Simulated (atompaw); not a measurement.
# Pt: generating and testing a PAW (atompaw) potential

Aim: build the potential from the settings below, then test how well it stands in for the atom: scattering, ghost states and the plane-wave cutoff that it needs.

The numbers are computed with atompaw 4.2.0.5 (PBEsol, scalar-relativistic, spin-unpolarised reference atom).

## 1. Settings

Typed settings, in words:

| Property | Result |
| --- | --- |
| element | platinum (Pt, Z = 78) |
| type | PAW |
| frozen core | [Kr] 4d10 4f14 |
| valence charge | 18 |
| reference configuration | 5s2 5p6 5d8 6s2 6p0 |
| partial waves | 5s (bound): rc 1.35 bohr; 6s (bound): rc 1.65 bohr; 5p (bound): rc 1.35 bohr; 6p (bound, empty): rc 1.80 bohr; 5d (bound): rc 2.10 bohr; 5d channel at -0.25 Ry: rc 2.10 bohr |
| local potential | bessel scheme, radius 1.85 bohr |
| core correction | smooth core density matched at 2.05 bohr |
| augmentation charge | sinc compensation charge, radius 1.75 bohr; PAW radius 2.10 bohr; waves and projectors: custom rrkj vanderbiltortho |

An earlier all-electron run gives the scale for the radii.

All-electron outer shells of the reference configuration (PBEsol, scalar-relativistic, ld1.x):

| shell | level (eV) | outermost node (bohr) | outermost maximum (bohr) |
| --- | --- | --- | --- |
| 4d | -309.53 | 0.20 | 0.42 |
| 5s | -104.62 | 0.49 | 0.87 |
| 4f | -72.98 | – | 0.38 |
| 5p | -58.61 | 0.53 | 0.98 |
| 5d | -8.07 | 0.57 | 1.24 |
| 6s | -6.55 | 1.14 | 2.32 |
| 6p | -1.12 | 1.35 | 3.38 |

## 2. Generation

Pt.input reads:

```
Pt 78
GGA-PBESOL scalarrelativistic loggrid 2001 logderivrange -10 5 376
6 6 5 4 0 0
6 1 0
5 2 8
0 0 0
c
c
c
c
v
v
c
c
c
v
v
c
c
v
c
2
2.10 1.75 1.85 2.05
n
n
y
-0.25
n
custom rrkj vanderbiltortho sinc
bessel
1.35
1.65
1.35
1.80
2.10
2.10
PWSCFOUT
UPFDX 0.0125d0 UPFXMIN -7.d0 UPFZMESH 78.d0
END
```

Launch:

```bash
$ atompaw < Pt.input > Pt.log
```

Q: Predict the outcome of this session. Wanted: cutoffs for 10 and 1 mRy, occupied levels; bound ghosts; largest phase difference near zero energy, channels read; lowest eigenvalue of the overlap; share of valence orbitals outside the PAW sphere; UPF file.

As calculated:

| quantity | value |
| --- | --- |
| cutoffs for 10 and 1 mRy, occupied levels | 45 Ry and 90 Ry |
| bound ghosts | none found |
| largest phase difference near zero energy, channels read | 0.001 rad |
| lowest eigenvalue of the overlap (Bessel basis) | 0.068 (p) |
| share of valence orbitals outside the PAW sphere | 5s 0 %, 6s 75 %, 5p 2 %, 6p 95 %, 5d 21 % |
| UPF file | written |

In words: It counts as of middling hardness, with 45 Ry needed at the looser tolerance. The Bessel-basis test finds no level below the valence levels. Near zero energy the phases of the channels with partial waves agree within 0.001 rad. Note that the frozen 4f shell (-73 eV) lies higher than the valence 5s shell (-105 eV). These are tests on the free atom; a crystal test is still owed.
